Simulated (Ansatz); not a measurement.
# C8H18O: up Jacob's ladder to CCSD(T)

Aim: compute C8H18O with functionals from several rungs and with coupled cluster. The yardstick is the atomisation energy at the CCSD(T) limit.

The runs use Ansatz 0.2.0, Gaussian basis; functionals in def2-TZVPP, the program's frozen cores in correlated methods.

Plan: LDA (SPW92), PBE-D4, revPBE-D4, BLYP-D4, r2SCAN-D4, B97M-V, PBE0-D4, B3LYP-D4, r2SCANh-D4, r2SCAN0-D4, HSE06-D4, BHLYP-D4, CAM-B3LYP-D4, LC-ωPBE, ωB97X-V, ωB97M-V, B2PLYP, PBE-QIDH; CCSD(T)/def2-SVP; CCSD(T)/def2-TZVPP; MP2/def2-QZVPP; extrapolation to the limit; RPA on PBE.

### 1 The relaxed structure

All runs share one geometry, relaxed beforehand with PBE0-D4 in a triple-zeta def2 set.

SMILES `CCCCOC(C)(C)C`, 27 atoms, charge 0, spin multiplicity 1.

Atoms are counted from 1 here; the program's logs count them from 0.

Bond lengths: C1–C2 1.518 Å, C1–H10 1.092 Å, C1–H11 1.094 Å, C1–H12 1.094 Å, C2–C3 1.520 Å, C2–H13 1.097 Å, C2–H14 1.093 Å, C3–C4 1.512 Å, C3–H15 1.096 Å, C3–H16 1.096 Å, C4–O5 1.406 Å, C4–H17 1.100 Å, C4–H18 1.099 Å, O5–C6 1.427 Å, C6–C7 1.524 Å, C6–C8 1.519 Å, C6–C9 1.525 Å, C7–H19 1.092 Å and more. Angles: C2–C1–H10 111.6°, C2–C1–H11 111.0°, C2–C1–H12 111.3°, H10–C1–H11 107.6°, H10–C1–H12 107.7°, H11–C1–H12 107.4°, C1–C2–C3 112.8°, C1–C2–H13 109.7°, C1–C2–H14 110.0°, C3–C2–H13 109.0°, C3–C2–H14 108.8°, H13–C2–H14 106.3°, C2–C3–C4 113.5°, C2–C3–H15 109.9°, C2–C3–H16 109.8°, C4–C3–H15 108.2°, C4–C3–H16 108.6°, H15–C3–H16 106.6° and more.

### 2 LDA

This LDA is Slater exchange with PW92 correlation.

The input, in.yaml:

```yaml
crystal:
  periodic: [false, false, false]
  atoms:
    - {symbol: C, position_ang: [-1.665258, -3.485372, -0.644476]}
    - {symbol: C, position_ang: [-0.831439, -2.217113, -0.687778]}
    - {symbol: C, position_ang: [-1.675052, -0.955947, -0.604209]}
    - {symbol: C, position_ang: [-0.860984, 0.318225, -0.632697]}
    - {symbol: O, position_ang: [-0.067296, 0.358772, 0.526968]}
    - {symbol: C, position_ang: [0.954016, 1.352126, 0.601276]}
    - {symbol: C, position_ang: [0.386481, 2.748584, 0.378243]}
    - {symbol: C, position_ang: [1.484674, 1.223824, 2.018621]}
    - {symbol: C, position_ang: [2.066173, 1.055238, -0.398949]}
    - {symbol: H, position_ang: [-1.040768, -4.379494, -0.708177]}
    - {symbol: H, position_ang: [-2.237895, -3.546896, 0.285359]}
    - {symbol: H, position_ang: [-2.379709, -3.519754, -1.472348]}
    - {symbol: H, position_ang: [-0.242747, -2.193052, -1.612911]}
    - {symbol: H, position_ang: [-0.110832, -2.214742, 0.134503]}
    - {symbol: H, position_ang: [-2.385974, -0.927479, -1.438379]}
    - {symbol: H, position_ang: [-2.270886, -0.968923, 0.315470]}
    - {symbol: H, position_ang: [-0.240189, 0.335941, -1.540061]}
    - {symbol: H, position_ang: [-1.531290, 1.187485, -0.675839]}
    - {symbol: H, position_ang: [0.039855, 2.887471, -0.648042]}
    - {symbol: H, position_ang: [1.154650, 3.500467, 0.571289]}
    - {symbol: H, position_ang: [-0.450736, 2.931865, 1.055797]}
    - {symbol: H, position_ang: [1.855532, 0.211269, 2.189636]}
    - {symbol: H, position_ang: [2.299926, 1.928791, 2.193570]}
    - {symbol: H, position_ang: [0.688178, 1.422297, 2.738397]}
    - {symbol: H, position_ang: [2.436480, 0.037643, -0.257667]}
    - {symbol: H, position_ang: [1.726990, 1.160262, -1.431519]}
    - {symbol: H, position_ang: [2.898109, 1.748512, -0.256105]}
basis:
  gaussian: {orbitals: def2-TZVPP}
hamiltonian: {xc: lda}
output: {orbitals: {seedname: orbitals}}
```

Started as:

```sh
$ ansatz run in.yaml --threads 4 --pin off --events-out ev --progress --plain --max-ram 66560MiB --backend cuda --devices 0, --max-vram 37GiB
```

Further steps of the session: PBE-D4 (GGA); revPBE-D4 (GGA); BLYP-D4 (GGA); r2SCAN-D4 (meta-GGA); B97M-V (meta-GGA); B3LYP-D4 (hybrid); r2SCANh-D4 (hybrid); r2SCAN0-D4 (hybrid); HSE06-D4 (hybrid); BHLYP-D4 (hybrid); CAM-B3LYP-D4 (range-separated); LC-ωPBE (range-separated); ωB97X-V (range-separated); ωB97M-V (range-separated); B2PLYP (double hybrid); PBE-QIDH (double hybrid); CCSD(T) in def2-SVP; CCSD(T) in def2-TZVPP; MP2 in def2-QZVPP; RPA on PBE orbitals.

Before running them: what should the planned runs give, taken together? Wanted: atomisation energy, CCSD(T)/CBS; farthest beyond LDA; mean size of error, GGA; mean size of error, meta-GGA; mean size of error, hybrid; mean size of error, range-separated; mean size of error, double hybrid; gap, smallest and largest; T1 diagnostic.

**Answer**, as computed:

| quantity | value |
| --- | --- |
| atomisation energy, CCSD(T)/CBS | 10776.0 kJ/mol |
| functionals within 53.9 kJ/mol (0.5 %) | revPBE-D4, r2SCAN-D4, B97M-V, B3LYP-D4, r2SCANh-D4, LC-ωPBE, ωB97X-V, ωB97M-V, PBE-QIDH |
| farthest beyond LDA | BHLYP-D4 (-241.7 kJ/mol) |
| mean size of error, GGA | 95.6 kJ/mol |
| mean size of error, meta-GGA | 17.8 kJ/mol |
| mean size of error, hybrid | 79.6 kJ/mol |
| mean size of error, range-separated | 27.7 kJ/mol |
| mean size of error, double hybrid | 61.7 kJ/mol |
| gap, smallest and largest | 5.84 eV (BLYP-D4), 13.02 eV (LC-ωPBE) |
| T1 diagnostic | 0.0096 |
| triples share of the correlation energy | 3.8 % |

In words: The LDA atomisation energy is off by 1475.5 kJ/mol (14 %): it overbinds. PBE-D4 is off by +194.3 kJ/mol. Double hybrids carry the basis error of their MP2 part in triple zeta, and no dispersion term here, so their miss is partly the set-up's. The rungs meta-GGA, range-separated miss on average by less than the doubt on the reference (53.9 kJ/mol), so they tie. The reference freezes the cores and leaves out relativity and excitations past (T), so misses under about 53.9 kJ/mol can't be ranked. Hartree-Fock recovers 75 % of the binding; the rest is correlation. CCSD(T) in def2-SVP is off by -390.1 kJ/mol, worse than the median functional, from the basis alone. The gap grows from 5.8 to 13.0 eV across the functionals, mostly with the share of exact exchange.
